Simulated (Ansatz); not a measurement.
I need a relaxed scan of one distance of BGeH₃S, SMILES [BH]1[S][GeH2]1. Use Ansatz 0.2.0, Python API. Level of theory (for the species named): Hartree-Fock, def2-SVP basis, multiplicity 1.

```json
{"atom": "B", "x (Å)": "-0.7354", "y (Å)": "-1.0632", "z (Å)": "-0.0048"}
{"atom": "S", "x (Å)": "1.0586", "y (Å)": "-1.1497", "z (Å)": "0.6037"}
{"atom": "Ge", "x (Å)": "0.3436", "y (Å)": "0.7417", "z (Å)": "0.0800"}
{"atom": "H", "x (Å)": "-1.5276", "y (Å)": "-1.4810", "z (Å)": "-0.7287"}
{"atom": "H", "x (Å)": "0.8776", "y (Å)": "1.2345", "z (Å)": "-1.3029"}
{"atom": "H", "x (Å)": "0.0252", "y (Å)": "1.6537", "z (Å)": "1.3065"}
```

The script, `relaxed_scan_bgeh3s.py`:
```python
'''Relaxed scan of one distance in BGeH3S.'''

import logging
import sys

import ansatz as az
import numpy as np

logging.basicConfig(stream=sys.stdout, format='%(levelname)s %(message)s')
log = logging.getLogger('bgeh3s')
log.setLevel(logging.INFO)

BASIS = 'def2-SVP'
XC = 'hf'

GEOMETRY = '''
B    -0.73540   -1.06320   -0.00480
S     1.05860   -1.14970    0.60370
Ge    0.34360    0.74170    0.08000
H    -1.52760   -1.48100   -0.72870
H     0.87760    1.23450   -1.30290
H     0.02520    1.65370    1.30650
'''

geometry = az.Crystal.molecule()
for line in GEOMETRY.strip().splitlines():
    symbol, *xyz = line.split()
    geometry = geometry.atom(symbol, [float(v) for v in xyz])

model = geometry.calculation().basis(gaussian=BASIS).functional(XC)
symbols = [site.symbol for site in geometry.cartesian_sites]
pairs = [(0, 1), (0, 2), (0, 3), (1, 2), (2, 4), (2, 5)]
print('held (A)   E (eV)        ', '  '.join(f'{symbols[i]}{i}-{symbols[j]}{j}' for i, j in pairs))
for length in [1.44, 1.56, 1.69, 1.87, 2.11]:
    report = model.relax(constraints=[az.DistanceConstraint((2, 4), at=length)], force_tolerance=0.02, max_steps=60).run(threads=1, pin='off').report
    xyz = np.array(report['positions_ang'])
    print(f'{length:6.2f} {report["free_energy_ev"]:14.5f}  ', '  '.join(f'{np.linalg.norm(xyz[i] - xyz[j]):.3f}' for i, j in pairs))
```

Output of `python relaxed_scan_bgeh3s.py`:
```text
held (A)   E (eV)         B0-S1  B0-Ge2  B0-H3  S1-Ge2  Ge2-H4  Ge2-H5
DeckWarning: relax.constraints: the input's atoms, or those drawn, lie off the distances that are held; a relaxation that starts there is brought onto them ahead of its first SCF, by positions alone, [...]
  1.44   -67998.91200   1.760  2.016  1.188  2.314  1.440  1.525
  1.56   -67998.97706   1.760  2.015  1.189  2.313  1.560  1.524
  1.69   -67998.78291   1.760  2.014  1.188  2.312  1.690  1.523
  1.87   -67998.27623   1.759  2.014  1.187  2.309  1.870  1.521
  2.11   -67997.44090   1.759  2.012  1.187  2.305  2.110  1.520
```
(Warnings from the package without file and line, shortened, repeats left out.)

Caveats:
- The settings weren't tested for convergence.
- The energies are electronic: no zero-point or thermal terms, and the basis set is short of its limit.
- Wall time of the script: 52 s on 1 thread of Arm Neoverse V2, with other jobs on the host, peak memory 0.23 GiB.
